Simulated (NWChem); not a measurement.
# B3LYP/6-31G(d) (Cartesian functions) run of C2H5ClSi (SMILES ClC1C[SiH2]1)

Aim: the energy change on altering one bond length of C2H5ClSi at B3LYP/6-31G* (Cartesian functions), from 2 runs. 

Program for the calculation: NWChem 7.3.0.

4 further runs of the same task are left out: 4 set aside as unsound or not needed. Runs told in other sessions of the task aren't counted.

**1. The structure to begin with**

The species is C2H5ClSi (9 atoms), meant as a singlet with charge 0. SMILES: `ClC1C[SiH2]1`. The coordinates come from a PBE0-D4/def2-TZVP relaxation.

Bond lengths: Cl1–C2 1.761 Å, C2–C3 1.532 Å, C2–Si4 1.855 Å, C3–Si4 1.853 Å, C2–H5 1.084 Å, C3–H6 1.086 Å, C3–H7 1.085 Å, Si4–H8 1.475 Å, Si4–H9 1.478 Å. Some angles: Cl1–C2–C3 117.2°, Cl1–C2–Si4 122.4°, C3–C2–Si4 65.5°, C2–C3–Si4 65.7°, C2–Si4–C3 48.8°, Cl1–C2–H5 110.3°, C3–C2–H5 115.4°, Si4–C2–H5 119.3°, C2–C3–H6 115.0°, C2–C3–H7 116.2°.

**2. Energy and forces at B3LYP/6-31G(d) (Cartesian functions)**

Contents of mol.nw:

```
start mol
title "C2H5ClSi B3LYP"
memory total 2200 mb
geometry units atomic noautosym nocenter noautoz
  Cl    -1.15311088    -0.78725990    -4.26000960
  C     -0.83639278     0.70581271    -1.30372205
  C      1.75820119     0.57655544    -0.02702308
  Si    -0.78896066    -1.08678149     1.70812344
  H     -1.69999762     2.56360246    -1.35020932
  H      3.13562256    -0.60905873    -0.97925608
  H      2.54300445     2.36007896     0.61246024
  H     -0.85566799    -3.87034808     1.58491330
  H     -1.93489058     0.06009329     3.98221986
end
basis
  * library 6-31G*
end
dft
  xc b3lyp
  grid xfine
  convergence energy 1e-08
  iterations 100
  mulliken
  noprint "final vectors analysis"
end
task dft gradient
```

The run is started by

```console
$ nwchem mol.nw > mol.out
```

Standard output:

```text
[...]
          Wavefunction type:  closed shell.
          No. of atoms     :     9
          No. of electrons :    48
[...]
          Charge           :     0
          Spin multiplicity:     1
[...]
          AO basis - number of functions:    78
[...]
              XC Information
              --------------
                         B3LYP Method XC Potential
                     Hartree-Fock (Exact) Exchange  0.200
                        Slater Exchange Functional  0.800 local
                    Becke 1988 Exchange Functional  0.720 non-local
              Lee-Yang-Parr Correlation Functional  0.810
                  VWN I RPA Correlation Functional  0.190 local
[...]
 d= 0,ls=0.0,diis     1   -828.8127179753 -1.03D+03  1.10D-02  5.46D-01     2.5
[...]
 d= 0,ls=0.0,diis    10   -828.8605011981 -2.03D-09  4.71D-07  8.05D-10    20.6
         Total DFT energy =     -828.860501198085
      One electron energy =    -1544.085866318429
           Coulomb energy =      575.131827298816
    Exchange-Corr. energy =      -61.919369376094
 Nuclear repulsion energy =      202.012907197622
[...]
      Total Density - Mulliken Population Analysis
     ---------------------------------------------
    Atom       Charge   Shell Charges
 -----------   ------   -------------------------------------------------------
    1 Cl  17    17.05   2.00  1.99  5.97  1.46  3.60  0.54  1.50 -0.01
    2 C    6     6.36   1.99  0.68  2.04  0.65  0.96  0.03
    3 C    6     6.45   1.99  0.68  2.11  0.63  1.02  0.02
    4 Si  14    13.63   2.00  1.99  5.96  1.02  1.92  0.23  0.38  0.14
    5 H    1     0.80   0.52  0.27
    6 H    1     0.80   0.52  0.29
    7 H    1     0.82   0.52  0.30
    8 H    1     1.04   0.51  0.53
    9 H    1     1.05   0.51  0.54
[...]
  wavefunction    = closed shell
                         DFT ENERGY GRADIENTS
    atom               coordinates                        gradient
                 x          y          z           x          y          z
   1 Cl     -1.153111  -0.787260  -4.260010    0.002036   0.005746   0.013448
   2 C      -0.836393   0.705813  -1.303722    0.001218  -0.006508  -0.004301
   3 C       1.758201   0.576555  -0.027023   -0.005592  -0.002063   0.000956
   4 Si     -0.788961  -1.086781   1.708123    0.004408   0.006043  -0.009380
   5 H      -1.699998   2.563602  -1.350209    0.000719  -0.002183  -0.000054
   6 H       3.135623  -0.609059  -0.979256   -0.002071   0.000594   0.000793
   7 H       2.543004   2.360079   0.612460   -0.001406  -0.002127  -0.000554
   8 H      -0.855668  -3.870348   1.584913    0.000222   0.000529  -0.000261
   9 H      -1.934891   0.060093   3.982220    0.000465  -0.000031  -0.000647
[...]
```

It took 26 s on 1 thread of AMD EPYC 9R45 (Zen 5), shared host; peak memory 0.15 GiB.

**3. The distorted shape: the energy at B3LYP/6-31G(d) (Cartesian functions)**

Contents of c2h5clsi.nw:

```
start c2h5clsi
memory stack 880 mb heap 220 mb global 1100 mb
geometry units au noautosym nocenter noautoz
   Cl -0.89405400 -1.34454581 -4.24606531
   C  -0.57733590  0.14852680 -1.28977776
   C   2.01725807  0.01926954 -0.01307879
   Si -0.52990377 -1.64406740  1.72206773
   H  -1.69999762  2.56360246 -1.35020932
   H   3.39467944 -1.16634463 -0.96531179
   H   2.80206133  1.80279305  0.62640453
   H  -0.59661110 -4.42763398  1.59885759
   H  -1.67583369 -0.49719261  3.99616415
end
basis cartesian
   * library 6-31G*
end
dft
   xc b3lyp
   grid xfine
   convergence energy 1e-08
   maxiter 100
   mulliken
   print low
end
task dft energy
```

The run is started by

```console
$ nwchem c2h5clsi.nw > c2h5clsi.out
```

Standard output:

```text
[...]
 d= 0,ls=0.0,diis     1   -828.7701481502 -1.03D+03  1.19D-02  5.81D-01     2.8
[...]
 d= 0,ls=0.0,diis    10   -828.8240597059 -2.18D-09  4.84D-07  6.67D-10    23.3
         Total DFT energy =     -828.824059705857
      One electron energy =    -1541.085556177934
           Coulomb energy =      573.563807788885
    Exchange-Corr. energy =      -61.824726665842
 Nuclear repulsion energy =      200.522415349034
[...]
      Total Density - Mulliken Population Analysis
     ---------------------------------------------
    Atom       Charge   Shell Charges
 -----------   ------   -------------------------------------------------------
    1 Cl  17    17.03   2.00  1.99  5.97  1.46  3.60  0.53  1.49 -0.01
    2 C    6     6.32   1.99  0.68  1.93  0.72  0.98  0.02
    3 C    6     6.44   1.99  0.68  2.11  0.63  1.01  0.02
    4 Si  14    13.63   2.00  1.99  5.96  1.02  1.92  0.23  0.37  0.14
    5 H    1     0.88   0.43  0.45
    6 H    1     0.80   0.52  0.28
    7 H    1     0.81   0.52  0.29
    8 H    1     1.04   0.51  0.53
    9 H    1     1.05   0.51  0.54
[...]
```

Wall time 24 s (1 thread of AMD EPYC 9R45 (Zen 5), shared host); peak memory 0.14 GiB.

**4. What came out**

At B3LYP/6-31G* (Cartesian functions):

```
                                                         quantity          value
                                        first shape: total energy  -828.86050 Eh
                                       first shape: dipole moment         2.01 D
                            first shape: largest force on an atom     0.759 eV/Å
                                    distorted shape: total energy  -828.82406 Eh
energy change with the C2–H5 bond stretched from 1.084 to 1.410 Å       0.992 eV
```

In words: With the C2–H5 bond stretched from 1.084 to 1.410 Å the energy rises by 0.99 eV (95.7 kJ/mol). The first shape isn't relaxed at this level, so the change isn't measured from a minimum. The largest force (first shape) is 0.76 eV/Å: the shape isn't a stationary point for this species at this level.
